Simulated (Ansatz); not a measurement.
The same path of a periodic cell of 26 atoms, Mg6HO6 (surface MgO(111), adsorbate H2, already come apart at the first end) was run twice with different band settings. Lost on the way: O18–H26. Made: O20–H26.

These are results of DFT PBE, scalar-relativistic, plane waves, PAW (Ansatz 0.2.0), not measurements. Settings: PAW set soft_1, cutoff 420 eV, k mesh 2x2x1, gaussian smearing 0.05 eV, no spin polarisation.

Relaxed end points:

```xyz
26
Lattice="5.3245 0.0000 0.0000 2.6623 4.6112 0.0000 0.0000 0.0000 17.4343" Properties=species:S:1:pos:R:3
Mg 0.000 0.000 1.000
O 3.993 3.843 2.087
Mg 1.331 2.306 1.000
O 2.662 1.537 2.087
Mg 2.662 0.000 1.000
O 6.656 3.843 2.087
Mg 3.993 2.306 1.000
O 5.325 1.537 2.087
Mg 5.327 3.077 3.489
O 1.331 2.304 4.675
Mg 3.993 0.764 3.490
O -0.003 0.001 4.692
Mg 2.660 3.077 3.489
O 3.993 2.303 4.661
Mg 1.331 0.765 3.493
O 5.328 4.612 4.692
Mg 2.662 1.555 6.032
O 3.993 0.776 7.169
Mg 3.994 3.817 6.050
O 5.307 3.041 7.265
Mg 5.323 1.555 6.031
O 1.330 0.763 7.143
Mg 6.656 3.824 6.110
O 2.680 3.041 7.265
H 1.325 0.713 8.102
H 3.987 1.065 8.086
```

```xyz
26
Lattice="5.3245 0.0000 0.0000 2.6623 4.6112 0.0000 0.0000 0.0000 17.4343" Properties=species:S:1:pos:R:3
Mg 0.000 0.000 1.000
O 3.993 3.843 2.087
Mg 1.331 2.306 1.000
O 2.662 1.537 2.087
Mg 2.662 0.000 1.000
O 6.656 3.843 2.087
Mg 3.993 2.306 1.000
O 5.325 1.537 2.087
Mg 5.328 3.076 3.490
O 1.329 2.307 4.693
Mg 3.991 0.765 3.489
O 0.001 0.000 4.672
Mg 2.658 3.074 3.489
O 3.995 2.306 4.661
Mg 1.334 0.770 3.492
O 5.325 4.608 4.693
Mg 2.683 1.549 6.057
O 4.014 0.799 7.265
Mg 3.978 3.833 6.029
O 5.318 3.071 7.165
Mg 5.308 1.528 6.029
O 1.332 0.769 7.143
Mg 6.673 3.852 6.107
O 2.699 3.076 7.265
H 1.340 0.774 8.103
H 5.075 2.930 8.085
```

Common settings: climbing image yes; spring 5.0 eV/Å²; force threshold 0.05 eV/Å; end points relaxed; atoms held 1 to 8.

| run | movable images | optimiser | start path | iteration limit | largest step |
| --- | --- | --- | --- | --- | --- |
| 1 | 5 | quadratic models (default) | IDPP | 70 | default |
| 2 | 3 | fire | default | 50 | 1.0 Å |

(1) What does each run give, and how far can it be trusted?

## Answers

(1) Run 1: converged after 10 iterations, highest image 0.423 eV above the first end. By the program's own check the climbing image is of a kind that is not told: the force calls were inconclusive, a negative curvature could not be distinguished from the path's own, the only one lies far off the path, or fixed occupations may fill a level only in part (lowest curvatures found: -9.19 and 0.57 eV/Å²).
Run 2: converged after 45 iterations, highest image 0.425 eV above the first end. The order of the stationary point at the top wasn't checked.
Limits of this set-up: coarse k mesh, thin slab, slab without dipole correction, no dispersion correction for a molecule that may bind weakly.
